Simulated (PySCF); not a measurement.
# CH4Cl2Si (Methyldichlorosilane): the cost of one run

Computed with PySCF 2.14.0, with density-fitted response routines of our own, on a single molecule in the gas phase. Atoms count from 0, in the outputs and in this text.

## 1. The starting structure

8 atoms, charge 0, multiplicity 1; geometry from: GFN2-xTB.

Bonds of the start (Å): C0–Si1 1.90, Si1–Cl2 2.02, Si1–Cl3 2.02, C0–H4 1.09, C0–H5 1.09, C0–H6 1.09, Si1–H7 1.46.

## 2. Geometry optimisation at PBE0-D3(BJ)/def2-SVP

Job settings and geometry (Å):

```
{"job": {"xc": "PBE0", "basis": "def2-SVP", "d3": "d3bj", "grid": 1, "kind": "geom"}, "charge": 0, "multiplicity": 1}
C     -1.011140    -0.227660    -0.055850
Si     0.828110     0.182040     0.162800
Cl     1.939010    -1.176310    -0.839010
Cl     1.218880     2.019260    -0.582080
H     -1.305470    -0.202030    -1.102820
H     -1.235600    -1.220190     0.323460
H     -1.641210     0.476390     0.479420
H      1.225540     0.167320     1.564960
```

Command:

```console
$ OMP_NUM_THREADS=1 python probes_run.py task.json out
```

One launch serves the whole session: the jobs run in the order shown.

Q: Estimate the wall time and peak memory of this first job on 1 thread of Arm Neoverse V2, shared host.

About 9.9 s, with a peak of 0.35 GiB.
